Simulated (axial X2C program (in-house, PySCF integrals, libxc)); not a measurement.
**ICl⁻: from the state search to constants**

Aim: find the lowest determinant of ICl⁻, scan the bond at several levels and fit the constants, once spin-free and once with spin–orbit coupling.

Method: all-electron X2C, I dyall-acv3z, Cl dyall-av3z; program: an in-house X2C program for linear molecules on PySCF integrals.

All values are calculated.

### 1 Set-up

Contents of task.json:

```json
{
 "zs": [
  53,
  17
 ],
 "q": -1,
 "bas": [
  "dyall-acv3z",
  "dyall-av3z"
 ],
 "levels": [
  "PBE0",
  "HF",
  "r2SCAN"
 ],
 "cc": true,
 "r0": 2.32,
 "thr": -2.0,
 "nmax": 90,
 "npts": 10,
 "nst": 2,
 "ntry": 6
}
```

Keys: zs atomic numbers; q charge; bas basis sets; levels methods (HF also brings MP2); cc coupled cluster on or off; r0 starting distance in Å; thr threshold in hartree for freezing inner shells (an s shell follows its p shell); nmax most natural virtual spinors; npts points asked for on the curve; nst determinants followed; ntry starts of the search.

Started as:

```sh
> python so2c.py task.json out
```

Spin-free means the one-electron spin-free X2C Hamiltonian; two-component (2c) means X2C with spin–orbit coupling and atomic mean-field two-electron Coulomb and Gaunt terms. Basis: I dyall-acv3z contracted to [12s13p9d5f1g], Cl dyall-av3z contracted to [9s8p3d2f]; Gaussian nuclei, density fitting. Masses: I 126.904 u, Cl 34.969 u.

Notation: σ, π±, δ± give the projection m of an orbital's angular momentum (0, ±1, ±2), α and β its spin, Λ and M_S the sums; ω is the projection of a spinor's total angular momentum and Ω the sum. Logs are in hartree.

The results follow Hamiltonian by Hamiltonian and level by level.

### 2 State search with PBE0

PBE0 moves the distance from 2.320 Å to 2.920 Å and compares determinants there.

Spin-free determinants:

```csv
ΔE (eV),state,open shells
0.00,"M_S = 1/2, Λ = 0",beyond closed shells: σα
1.38,"M_S = 1/2, Λ = 1","beyond closed shells: π+α, π+β, π-α"
5.09,"M_S = 3/2, Λ = 1","beyond closed shells: 2 × σα, π+α, π+β, π-α"
5.30,"M_S = 1/2, Λ = 1",beyond closed shells: π+α
5.35,"M_S = 1/2, Λ = 1","beyond closed shells: 2 × σα, π+α, π+β, π-β"
5.58,"M_S = 3/2, Λ = 0","beyond closed shells: σα, π+α, π+β, 2 × π-α"
```

Two-component determinants:

| ΔE (eV) | state | open shells |
| --- | --- | --- |
| 0.00 | Ω = 1/2 | excess of +ω over −ω: ω = 1/2 |
| 1.21 | Ω = 3/2 | excess of +ω over −ω: ω = 3/2 |
| 4.81 | Ω = 5/2 | excess of +ω over −ω: 2 × ω = 1/2, ω = 3/2 |
| 5.05 | Ω = 1/2 | excess of +ω over −ω: 2 × ω = -1/2, ω = 3/2 |
| 5.12 | Ω = 3/2 | excess of +ω over −ω: ω = 3/2 |
| 5.32 | Ω = 7/2 | excess of +ω over −ω: ω = 1/2, 2 × ω = 3/2 |
| 5.50 | Ω = 5/2 | excess of +ω over −ω: ω = -1/2, 2 × ω = 3/2 |

### 3 PBE0, spin-free

State followed: M_S = 1/2, Λ = 0 (beyond closed shells: σα). The scan is laid around 2.920 Å, a first estimate of the minimum, and this SCF restarts from the orbitals of the search.

Output at 2.920 Å:

```text
spin-free X2C-1e  PBE0
basis functions 202  fitting functions 996  grid points 5084
iter        total energy     max residual
   1      -7576.938184842     1.25e-05
   2      -7576.938184843     1.05e-05
converged
one-electron -10733.16131497  Coulomb 3204.28873374  exact exchange -52.03957362  xc functional -159.30982007  nuclear repulsion 163.28379008
```

Along the bond, energies from the lowest point:

| R (Å) | E (eV) | μ (D) | HOMO (eV) | LUMO (eV) | iterations |
| --- | --- | --- | --- | --- | --- |
| 2.540 | 0.2878 | -2.77 | -0.50 | 2.16 | 11 |
| 2.657 | 0.1070 | -3.23 | -0.96 | 1.76 | 11 |
| 2.745 | 0.0353 | -3.54 | -1.26 | 1.48 | 11 |
| 2.832 | 0.0033 | -3.82 | -1.54 | 1.21 | 11 |
| 2.920 | 0.0000 | -4.08 | -1.80 | 0.97 | 2 |
| 3.022 | 0.0213 | -4.37 | -2.06 | 0.70 | 11 |
| 3.124 | 0.0606 | -4.64 | -2.30 | 0.47 | 10 |
| 3.256 | 0.1253 | -4.96 | -2.53 | 0.20 | 11 |
| 3.416 | 0.2130 | -5.32 | -2.64 | -0.09 | 11 |
| 3.650 | 0.3359 | -5.80 | -2.71 | -0.44 | 11 |

Dipoles are positive if Cl is the positive end and refer to the centre of mass.

Outer orbitals at the reference distance:

```csv
symmetry,occupied,ε (eV),atomic character
σα,yes,-16.43,"91% Cl s, 3% I s, 3% I d"
σβ,yes,-15.80,"90% Cl s, 3% I s, 3% I d"
σα,yes,-13.74,"91% I s, 4% Cl p, 3% Cl s"
σβ,yes,-13.09,"90% I s, 4% Cl p, 3% Cl s"
σα,yes,-4.82,"60% Cl p, 37% I p"
σβ,yes,-3.48,"59% Cl p, 38% I p"
π+α,yes,-3.37,"76% Cl p, 23% I p"
π-α,yes,-3.37,"76% Cl p, 23% I p"
π-β,yes,-3.18,"76% Cl p, 22% I p"
π+β,yes,-3.18,"76% Cl p, 22% I p"
π+α,yes,-2.44,"75% I p, 23% Cl p"
π-α,yes,-2.44,"75% I p, 23% Cl p"
π-β,yes,-2.23,"76% I p, 22% Cl p"
π+β,yes,-2.23,"76% I p, 22% Cl p"
σα,yes,-1.80,"54% I p, 34% Cl p, 4% I d"
σβ,no,0.97,"53% I p, 33% Cl p, 4% I d"
σα,no,3.79,"65% I p, 28% I s, 4% Cl s"
σβ,no,4.00,"48% I p, 43% I s, 7% Cl s"
σα,no,4.08,"49% I s, 20% Cl p, 18% I p"
```

PBE0 fields in the half plane through the axis: z from -2.4 to 5.1 Å across, distance from the axis 0.15 to 2.25 Å upwards; I lies at z = 0 and Cl at z = 2.920 Å; the ELF is damped to zero where the density is low.

log10 density (e/bohr³). Ten even steps from '0' (-4.28 ) to '9' (1.84 ):
```
00112222222211111111111000
01122233333222222222221100
11223333433332223333322110
12233444444333333444332211
12234445554443344554443221
22334455655444445555543321
22344567776544455666544321
22344568986544456786554322
```

ELF. Ten even steps from ' ' (0.00 ) to '@' (0.88 ):
```
      ..::--==++++==--..          ........          
    ..::==++**######++--        ..------::....      
  ..::==**##%%%%@@%%##++..    ..==++****++--::..    
  ::--++##%%@@@@@@@@%%##--  ..--**%%%%%%##++--::    
..::==**%%%%%%%%##%%%%##==..::**%%@@@@@@%%##++--..  
..--++##%%%%++--::--++##++..--%%@@@@@@@@@@%%**--..  
::==**##%%++::**%%**::++++::++%%%%::..**@@%%##==::  
::==**####====##%%##==--++--**@@--%%@@..%%%%##==::..
```

Re = 2.887 Å, ωe = 172.8 cm⁻¹, ωexe = 1.15 cm⁻¹, Be = 0.07377 cm⁻¹, De = 1.38 eV, μ = -3.99 D.

### 4 HF, spin-free

Output at 2.920 Å:

```text
spin-free X2C-1e  HF
basis functions 202  fitting functions 996  grid points 5084
iter        total energy     max residual
   1      -7573.747085653     2.64e-01
   2      -7573.770677330     6.09e-03
   3      -7573.771478392     1.96e-03
   4      -7573.771636697     1.21e-03
   5      -7573.771714085     9.12e-04
   6      -7573.771770370     7.28e-04
   7      -7573.771809327     5.31e-04
   8      -7573.771848289     2.61e-04
   9      -7573.771860324     6.13e-05
  10      -7573.771861357     2.28e-05
  11      -7573.771861425     1.07e-05
  12      -7573.771861438     2.20e-06
  13      -7573.771861438     6.15e-07
converged
one-electron -10731.59033971  Coulomb 3202.77438535  exact exchange -208.23969716  xc functional 0.00000000  nuclear repulsion 163.28379008
```

Re = 2.941 Å, ωe = 169.5 cm⁻¹, ωexe = 1.63 cm⁻¹, Be = 0.07109 cm⁻¹, De = 0.648 eV, μ = -5.28 D.

### 5 r2SCAN, spin-free

Output at 2.920 Å:

```text
spin-free X2C-1e  r2SCAN
basis functions 202  fitting functions 996  grid points 5084
iter        total energy     max residual
   1      -7577.416817054     1.98e-01
   2      -7577.419579450     2.38e-03
   3      -7577.419570894     2.32e-03
   4      -7577.419644717     4.61e-04
   5      -7577.419641405     4.90e-04
   6      -7577.419651964     7.55e-05
   7      -7577.419652175     2.64e-05
   8      -7577.419652188     4.42e-06
   9      -7577.419652189     8.66e-07
converged
one-electron -10732.79247641  Coulomb 3203.92819367  exact exchange 0.00000000  xc functional -211.83915953  nuclear repulsion 163.28379008
```

Re = 2.929 Å, ωe = 160.8 cm⁻¹, ωexe = 1.22 cm⁻¹, Be = 0.07168 cm⁻¹, De = 1.46 eV, μ = -4.04 D.

### 6 Correlated methods, spin-free

Correlated methods: 15 electrons correlated (frozen shells, counted by type: I 4 s, 3 p, 2 d; Cl 2 s, 1 p), 275 virtual spinors in MP2, 90 natural virtuals in coupled cluster.

Output of the correlated part at 2.920 Å:

```text
correlated 15  virtual 275  natural virtual 90  E(MP2) -0.347303607  MP2 remainder -0.020355823
iter   CCSD correlation   residual
   1     -0.349817507   1.06e-01
   2     -0.357927794   3.23e-02
   3     -0.358509576   9.31e-03
   4     -0.358528976   3.95e-03
   5     -0.358560946   1.99e-03
   6     -0.358564044   9.80e-04
   7     -0.358565009   3.23e-04
   8     -0.358566534   9.56e-05
   9     -0.358565416   2.70e-05
  10     -0.358565394   8.51e-06
  11     -0.358565320   2.74e-06
  12     -0.358565323   9.56e-07
(T) -0.014433096  T1 0.0139  D1 0.0394  max T2 0.044
```

T1 in the output is the amplitude norm over the root of the electron number; divide by √2 for the Lee–Taylor value.

MP2: Re = 2.841 Å, ωe = 197.5 cm⁻¹, Be = 0.07616 cm⁻¹, De = 1.14 eV.

CCSD: Re = 2.874 Å, ωe = 190.3 cm⁻¹, ωexe = 0.764 cm⁻¹, Be = 0.07445 cm⁻¹, De = 1.10 eV. T1 at Re = 0.009 (Lee–Taylor, the printed value over √2).

CCSD(T): Re = 2.870 Å, ωe = 190.9 cm⁻¹, ωexe = 0.731 cm⁻¹, Be = 0.07467 cm⁻¹, De = 1.11 eV. T1 at Re = 0.009 (Lee–Taylor, the printed value over √2).

### 7 A higher determinant, spin-free

State: M_S = 1/2, Λ = 1 (beyond closed shells: π+α, π+β, π-α).

Output at the reference distance:

```text
spin-free X2C-1e  PBE0
basis functions 202  fitting functions 996  grid points 5084
iter        total energy     max residual
   1      -7576.887569771     1.42e-05
   2      -7576.887569724     3.55e-05
   3      -7576.887569783     5.04e-06
   4      -7576.887569783     1.99e-06
converged
one-electron -10733.00565209  Coulomb 3204.17623098  exact exchange -52.03443621  xc functional -159.30750256  nuclear repulsion 163.28379008
```

| R (Å) | E above the lowest PBE0 point (eV) |
| --- | --- |
| 2.540 | 2.453 |
| 2.657 | 1.993 |
| 2.745 | 1.734 |
| 2.832 | 1.533 |
| 2.920 | 1.377 |
| 3.022 | 1.241 |
| 3.124 | 1.141 |
| 3.256 | 1.052 |
| 3.416 | 0.983 |

No constants are quoted: the lowest point is the long end of the scan.

### 8 The spin-free curves together

Energy (eV) of the followed determinant, spin-free, from each level's lowest point:

| R (Å) | PBE0 | HF | MP2 | CCSD | CCSD(T) | r2SCAN |
| --- | --- | --- | --- | --- | --- | --- |
| 2.540 | 0.288 | 0.405 | 0.257 | n/a | n/a | 0.338 |
| 2.657 | 0.107 | 0.173 | 0.083 | 0.108 | 0.105 | 0.140 |
| 2.745 | 0.035 | 0.073 | 0.020 | 0.032 | 0.031 | 0.057 |
| 2.832 | 0.003 | 0.019 | 0.000 | 0.000 | 0.000 | 0.014 |
| 2.920 | 0.000 | 0.000 | 0.011 | 0.000 | 0.002 | 0.000 |
| 3.022 | 0.021 | 0.008 | 0.053 | 0.031 | 0.033 | 0.010 |
| 3.124 | 0.061 | 0.036 | 0.119 | 0.083 | 0.087 | 0.038 |
| 3.256 | 0.125 | 0.089 | 0.225 | 0.171 | 0.178 | 0.090 |
| 3.416 | 0.213 | 0.158 | 0.366 | n/a | n/a | 0.163 |
| 3.650 | 0.336 | 0.249 | 0.550 | n/a | n/a | 0.268 |

### 9 PBE0, 2c

State followed: Ω = 1/2 (excess of +ω over −ω: ω = 1/2). The scan is laid around 2.920 Å, a first estimate of the minimum, and this SCF restarts from the orbitals of the search.

Output at 2.920 Å:

```text
two-component X2C + atomic mean field  PBE0
basis functions 202  fitting functions 996  grid points 5084
iter        total energy     max residual
   1      -7573.889023822     5.52e-06
   2      -7573.889023825     3.60e-06
   3      -7573.889023825     1.89e-06
converged
one-electron -10724.08223348  Coulomb 3202.54733353  exact exchange -52.01002326  xc functional -159.22471218  nuclear repulsion 163.28379008  atomic mean-field constant -4.40317852
```

Along the bond, energies from the lowest point:

| R (Å) | E (eV) | μ (D) | HOMO (eV) | LUMO (eV) | iterations |
| --- | --- | --- | --- | --- | --- |
| 2.540 | 0.3073 | -2.81 | -0.44 | 2.17 | 11 |
| 2.657 | 0.1209 | -3.31 | -0.87 | 1.78 | 11 |
| 2.745 | 0.0448 | -3.64 | -1.16 | 1.50 | 11 |
| 2.832 | 0.0081 | -3.95 | -1.43 | 1.25 | 11 |
| 2.920 | 0.0000 | -4.25 | -1.66 | 1.01 | 3 |
| 3.022 | 0.0156 | -4.58 | -1.90 | 0.75 | 11 |
| 3.124 | 0.0490 | -4.89 | -2.11 | 0.52 | 11 |
| 3.256 | 0.1062 | -5.26 | -2.32 | 0.25 | 11 |
| 3.416 | 0.1849 | -5.70 | -2.45 | -0.03 | 11 |
| 3.650 | 0.2953 | -6.28 | -2.50 | -0.36 | 12 |

Dipoles are positive if Cl is the positive end and refer to the centre of mass.

Outer spinors at the reference distance:

```json
{"ω": "1/2", "occupied": "yes", "ε (eV)": "-16.36", "atomic character": "90% Cl s, 3% I s, 3% I d", "λ mixture": "100% σ"}
{"ω": "-1/2", "occupied": "yes", "ε (eV)": "-15.75", "atomic character": "90% Cl s, 4% I s, 3% I d", "λ mixture": "100% σ"}
{"ω": "1/2", "occupied": "yes", "ε (eV)": "-13.75", "atomic character": "90% I s, 4% Cl p, 3% Cl s", "λ mixture": "100% σ"}
{"ω": "-1/2", "occupied": "yes", "ε (eV)": "-13.15", "atomic character": "90% I s, 4% Cl p, 4% Cl s", "λ mixture": "100% σ"}
{"ω": "1/2", "occupied": "yes", "ε (eV)": "-4.81", "atomic character": "56% Cl p, 41% I p", "λ mixture": "98% σ, 2% π"}
{"ω": "-1/2", "occupied": "yes", "ε (eV)": "-3.76", "atomic character": "60% I p, 38% Cl p", "λ mixture": "58% σ, 42% π"}
{"ω": "-1/2", "occupied": "yes", "ε (eV)": "-3.31", "atomic character": "77% Cl p, 21% I p", "λ mixture": "68% π, 32% σ"}
{"ω": "1/2", "occupied": "yes", "ε (eV)": "-3.30", "atomic character": "56% Cl p, 43% I p", "λ mixture": "96% π, 4% σ"}
{"ω": "3/2", "occupied": "yes", "ε (eV)": "-3.23", "atomic character": "81% Cl p, 18% I p", "λ mixture": "100% π"}
{"ω": "-3/2", "occupied": "yes", "ε (eV)": "-3.06", "atomic character": "81% Cl p, 18% I p", "λ mixture": "100% π"}
{"ω": "-1/2", "occupied": "yes", "ε (eV)": "-2.62", "atomic character": "54% I p, 44% Cl p", "λ mixture": "87% π, 13% σ"}
{"ω": "1/2", "occupied": "yes", "ε (eV)": "-2.55", "atomic character": "50% Cl p, 46% I p", "λ mixture": "91% π, 9% σ"}
{"ω": "3/2", "occupied": "yes", "ε (eV)": "-2.19", "atomic character": "80% I p, 17% Cl p", "λ mixture": "100% π"}
{"ω": "-3/2", "occupied": "yes", "ε (eV)": "-2.00", "atomic character": "80% I p, 17% Cl p", "λ mixture": "100% π"}
{"ω": "1/2", "occupied": "yes", "ε (eV)": "-1.66", "atomic character": "59% I p, 30% Cl p, 4% I d", "λ mixture": "90% σ, 10% π"}
{"ω": "-1/2", "occupied": "no", "ε (eV)": "1.01", "atomic character": "55% I p, 32% Cl p, 4% I d", "λ mixture": "97% σ, 3% π"}
{"ω": "1/2", "occupied": "no", "ε (eV)": "3.77", "atomic character": "64% I p, 29% I s, 4% Cl s", "λ mixture": "100% σ"}
{"ω": "-1/2", "occupied": "no", "ε (eV)": "3.98", "atomic character": "49% I p, 43% I s, 7% Cl s", "λ mixture": "98% σ, 2% π"}
{"ω": "1/2", "occupied": "no", "ε (eV)": "4.09", "atomic character": "48% I s, 20% I p, 19% Cl p", "λ mixture": "100% σ"}
```

PBE0 fields in the half plane through the axis: z from -2.4 to 5.1 Å across, distance from the axis 0.15 to 2.25 Å upwards; I lies at z = 0 and Cl at z = 2.920 Å; the ELF is damped to zero where the density is low.

log10 density (e/bohr³). Ten even steps from '0' (-4.27 ) to '9' (1.84 ):
```
00112222222211111111111000
01122233333222222222221100
11223333333332223333322110
12233444444333333444332211
12234445554443344554433221
22334455655444445555543321
22344567776544455666544321
22344568986544456786554322
```

ELF. Ten even steps from '0' (0.00 ) to '9' (0.88 ):
```
00012345543100000111100000
00124567775300001333211000
01246788987510014566532100
02357899998720136888753200
13468888788741268999875310
13578853235751389999986310
24678526862552598216987420
24677447874353693891897421
```

Re = 2.906 Å, ωe = 165.8 cm⁻¹, ωexe = 1.2 cm⁻¹, Be = 0.0728 cm⁻¹, De = 1.16 eV, μ = -4.20 D.

### 10 HF, 2c

Output at 2.920 Å:

```text
two-component X2C + atomic mean field  HF
basis functions 202  fitting functions 996  grid points 5084
iter        total energy     max residual
   1      -7570.694381419     2.64e-01
   2      -7570.718153397     6.13e-03
   3      -7570.719041947     1.99e-03
   4      -7570.719242965     1.35e-03
   5      -7570.719358357     1.15e-03
   6      -7570.719455757     8.91e-04
   7      -7570.719532208     5.90e-04
   8      -7570.719595886     2.12e-04
   9      -7570.719607938     8.41e-05
  10      -7570.719609812     6.10e-05
  11      -7570.719610432     4.20e-05
  12      -7570.719610777     2.08e-05
  13      -7570.719610868     7.79e-06
  14      -7570.719610885     2.64e-06
  15      -7570.719610886     1.22e-06
converged
one-electron -10722.45649003  Coulomb 3200.98088386  exact exchange -208.12461627  xc functional 0.00000000  nuclear repulsion 163.28379008  atomic mean-field constant -4.40317852
```

Re = 2.996 Å, ωe = 139.8 cm⁻¹, ωexe = 2.54 cm⁻¹, Be = 0.06852 cm⁻¹, De = 0.414 eV, μ = -6.17 D.

### 11 r2SCAN, 2c

Output at 2.920 Å:

```text
two-component X2C + atomic mean field  r2SCAN
basis functions 202  fitting functions 996  grid points 5084
iter        total energy     max residual
   1      -7574.359601940     1.98e-01
   2      -7574.362520637     2.40e-03
   3      -7574.362394406     2.36e-03
   4      -7574.362562882     1.26e-03
   5      -7574.362616317     5.16e-04
   6      -7574.362627745     7.43e-05
   7      -7574.362627977     3.08e-05
   8      -7574.362627989     5.41e-06
   9      -7574.362627990     1.00e-06
converged
one-electron -10723.72006111  Coulomb 3202.19321351  exact exchange 0.00000000  xc functional -211.71639195  nuclear repulsion 163.28379008  atomic mean-field constant -4.40317852
```

Re = 2.945 Å, ωe = 155.4 cm⁻¹, ωexe = 1.26 cm⁻¹, Be = 0.07092 cm⁻¹, De = 1.37 eV, μ = -4.18 D.

### 12 Correlated methods, 2c

Correlated methods: 15 electrons correlated (frozen shells, counted by type: I 4 s, 3 p, 2 d; Cl 2 s, 1 p), 275 virtual spinors in MP2, 90 natural virtuals in coupled cluster.

Output of the correlated part at 2.920 Å:

```text
correlated 15  virtual 275  natural virtual 90  E(MP2) -0.346314213  MP2 remainder -0.020284310
iter   CCSD correlation   residual
   1     -0.348874169   1.06e-01
   2     -0.356952992   3.30e-02
   3     -0.357631777   1.09e-02
   4     -0.357658550   5.06e-03
   5     -0.357707140   2.75e-03
   6     -0.357714103   1.29e-03
   7     -0.357714793   4.81e-04
   8     -0.357717947   2.69e-04
   9     -0.357714882   1.74e-04
  10     -0.357716076   9.95e-05
  11     -0.357715994   3.25e-05
  12     -0.357716208   1.22e-05
  13     -0.357716235   6.12e-06
  14     -0.357716236   3.79e-06
(T) -0.014347285  T1 0.0161  D1 0.0507  max T2 0.045
```

MP2: Re = 2.853 Å, ωe = 197.3 cm⁻¹, Be = 0.07553 cm⁻¹, De = 0.915 eV.

CCSD: Re = 2.892 Å, ωe = 183.4 cm⁻¹, ωexe = 0.955 cm⁻¹, Be = 0.07352 cm⁻¹, De = 0.865 eV. T1 at Re = 0.011 (Lee–Taylor, the printed value over √2).

CCSD(T): Re = 2.887 Å, ωe = 185.1 cm⁻¹, ωexe = 0.815 cm⁻¹, Be = 0.07379 cm⁻¹, De = 0.877 eV. T1 at Re = 0.011 (Lee–Taylor, the printed value over √2).

### 13 A higher determinant, 2c

State: Ω = 3/2 (excess of +ω over −ω: ω = 3/2).

Output at the reference distance:

```text
two-component X2C + atomic mean field  PBE0
basis functions 202  fitting functions 996  grid points 5084
iter        total energy     max residual
   1      -7573.844674535     2.87e-05
   2      -7573.844674466     4.86e-05
   3      -7573.844674562     9.44e-06
   4      -7573.844674565     6.61e-06
   5      -7573.844674567     5.95e-07
converged
one-electron -10723.83761302  Coulomb 3202.34308340  exact exchange -52.00632494  xc functional -159.22443156  nuclear repulsion 163.28379008  atomic mean-field constant -4.40317852
```

| R (Å) | E above the lowest PBE0 point (eV) |
| --- | --- |
| 2.540 | 2.269 |
| 2.657 | 1.813 |
| 2.745 | 1.558 |
| 2.832 | 1.359 |
| 2.920 | 1.207 |
| 3.022 | 1.074 |
| 3.124 | 0.977 |
| 3.256 | 0.891 |
| 3.416 | 0.826 |

No constants are quoted: the lowest point is the long end of the scan.

### 14 The 2c curves together

Energy (eV) of the followed determinant, 2c, from each level's lowest point:

| R (Å) | PBE0 | HF | MP2 | CCSD | CCSD(T) | r2SCAN |
| --- | --- | --- | --- | --- | --- | --- |
| 2.540 | 0.307 | 0.443 | 0.272 | n/a | n/a | 0.352 |
| 2.657 | 0.121 | 0.203 | 0.092 | 0.124 | 0.118 | 0.150 |
| 2.745 | 0.045 | 0.096 | 0.025 | 0.043 | 0.039 | 0.064 |
| 2.832 | 0.008 | 0.035 | 0.000 | 0.005 | 0.004 | 0.017 |
| 2.920 | 0.000 | 0.006 | 0.007 | 0.000 | 0.000 | 0.000 |
| 3.022 | 0.016 | 0.000 | 0.046 | 0.023 | 0.025 | 0.006 |
| 3.124 | 0.049 | 0.012 | 0.107 | 0.068 | 0.072 | 0.030 |
| 3.256 | 0.106 | 0.040 | 0.203 | 0.142 | 0.152 | 0.076 |
| 3.416 | 0.185 | 0.079 | 0.321 | n/a | n/a | 0.144 |
| 3.650 | 0.295 | 0.133 | 0.465 | n/a | n/a | 0.240 |

Time for the job: 3.7 min (1 thread of Arm Neoverse V1, shared host).

### 15 Constants

Lowest determinant that the search found at its distance, spin-free: M_S = 1/2, Λ = 0 (beyond closed shells: σα).

Lowest determinant that the search found at its distance, 2c: Ω = 1/2 (excess of +ω over −ω: ω = 1/2).

```csv
Hamiltonian,level,Re (Å),ωe (cm⁻¹),De (eV),μ (D)
spin-free,PBE0,2.887,172.8,1.38,-3.99
spin-free,HF,2.941,169.5,0.648,-5.28
spin-free,MP2,2.841,197.5,1.14,n/a
spin-free,CCSD,2.874,190.3,1.10,n/a
spin-free,CCSD(T),2.870,190.9,1.11,n/a
spin-free,r2SCAN,2.929,160.8,1.46,-4.04
2c,PBE0,2.906,165.8,1.16,-4.20
2c,HF,2.996,139.8,0.414,-6.17
2c,MP2,2.853,197.3,0.915,n/a
2c,CCSD,2.892,183.4,0.865,n/a
2c,CCSD(T),2.887,185.1,0.877,n/a
2c,r2SCAN,2.945,155.4,1.37,-4.18
```

Dipoles are positive if Cl is the positive end and refer to the centre of mass.

Time per point (s) on 1 thread of Arm Neoverse V1, shared host (2c runs; CCSD comes with the CCSD(T) run); the times are rough: PBE0 0.77, HF 0.79, MP2 1.2, CCSD(T) 8.8, r2SCAN 0.67.

At CCSD(T), going from spin-free to two-component changes Re by +17 mÅ, ωe by -3.0 %; at least one of these shifts is too large to ignore. De moves by -0.23 eV; both De rest on single-determinant atoms, which can miss part of an open shell's spin–orbit lowering.

De refers to I + Cl-, each in the lowest determinant found, which need not be this curve's own limit. The state is a single determinant with fixed occupations, the lowest that a limited PBE0 search found. De is counted from the lowest determinant-based energies of the atoms at the same level, without counterpoise correction. Density functionals use the spin component along the axis (collinear). CCSD and (T) use frozen natural virtuals with an MP2 correction for the truncation. The meta-GGAs lack a current-density term, which matters for open shells with orbital currents, atoms included.
